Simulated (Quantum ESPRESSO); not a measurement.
The system is HfGe.

```xyz
2
Lattice="3.9335 0.0000 0.0000 -1.9668 3.4065 0.0000 0.0000 0.0000 3.5096" Properties=species:S:1:pos:R:3 pbc="T T T"
Hf    0.0000    0.0000    1.7548
Ge    0.0000    2.2710    1.7548
```

The cell was built by a generator and needn't be a form met in nature.

| Item | Value |
| --- | --- |
| Program | Quantum ESPRESSO 7.5 |
| Task | phonons and electron-phonon coupling |
| Functional | PBEsol |
| Potentials or basis | GBRV 1.5 PBEsol |
| Cutoff | 612 eV |
| Density cutoff | 4898 eV |
| k mesh | 6 × 6 × 6 |
| Occupations | methfessel-paxton, width 0.272 eV |
| Spin | no spin polarisation |
| Mixing beta | 0.5 |
| Most SCF iterations | 120 |
| SCF threshold | 4e-10 Ry |
| q mesh | 3 × 3 × 3 |

The cell and the atoms were relaxed first, to 25.94 Å³/atom (a = 4.565 Å, b = 4.565 Å, c = 2.874 Å, α = 90.00°, β = 90.00°, γ = 120.00°), and the response was taken there.

```
CELL_PARAMETERS angstrom
4.56528 0.00000 0.00000
-2.28264 3.95365 0.00000
0.00000 0.00000 2.87418
ATOMIC_POSITIONS crystal
Hf 0.00000 0.00000 0.50000
Ge 0.33333 0.66667 0.50000
```

**Question.** Is this structure dynamically stable at this level, and how far does the spectrum reach?

**Answer.** No: the interpolated spectrum has imaginary modes, down to 176i cm⁻¹ near Γ. The highest frequency is 237 cm⁻¹.

Phonon frequencies at the corners of the path (cm⁻¹, interpolated; i marks imaginary ones):
| point | frequencies |
| --- | --- |
| Γ | 176i 0 0 0 217 217 |
| M | 112i 66i 17i 115 200 216 |
| K | 107i 56i 38 125 192 217 |
| A | 68i 68i 162 188 221 221 |
| L | 81i 74 129 181 201 233 |
| H | 83i 97 125 179 188 237 |

Phonon states per cell in windows of 20 cm⁻¹ (negative: imaginary):
| from (cm⁻¹) | total | Hf | Ge |
| --- | --- | --- | --- |
| -180 | 0.01 | 0.00 | 0.01 |
| -160 | 0.04 | 0.01 | 0.03 |
| -140 | 0.07 | 0.01 | 0.05 |
| -120 | 0.13 | 0.01 | 0.12 |
| -100 | 0.12 | 0.03 | 0.08 |
| -80 | 0.52 | 0.33 | 0.20 |
| -60 | 0.30 | 0.20 | 0.09 |
| -40 | 0.32 | 0.18 | 0.14 |
| -20 | 0.15 | 0.09 | 0.07 |
| 0 | 0.17 | 0.12 | 0.05 |
| 20 | 0.19 | 0.15 | 0.05 |
| 40 | 0.18 | 0.13 | 0.04 |
| 60 | 0.26 | 0.20 | 0.06 |
| 80 | 0.28 | 0.21 | 0.07 |
| 100 | 0.53 | 0.35 | 0.18 |
| 120 | 0.28 | 0.11 | 0.18 |
| 140 | 0.17 | 0.12 | 0.04 |
| 160 | 0.22 | 0.22 | 0.00 |
| 180 | 0.34 | 0.06 | 0.28 |
| 200 | 1.01 | 0.23 | 0.79 |
| 220 | 0.68 | 0.21 | 0.47 |

Caveat: the k mesh is coarse; the mesh is thin for the phonons of a metal; some modes are imaginary; the interpolated spectrum has imaginary branches, which spoil the λ, ω_log and α²F that the log prints; λ from interpolated matrix elements is rough: modes that symmetry makes equal can differ by tens of percent.
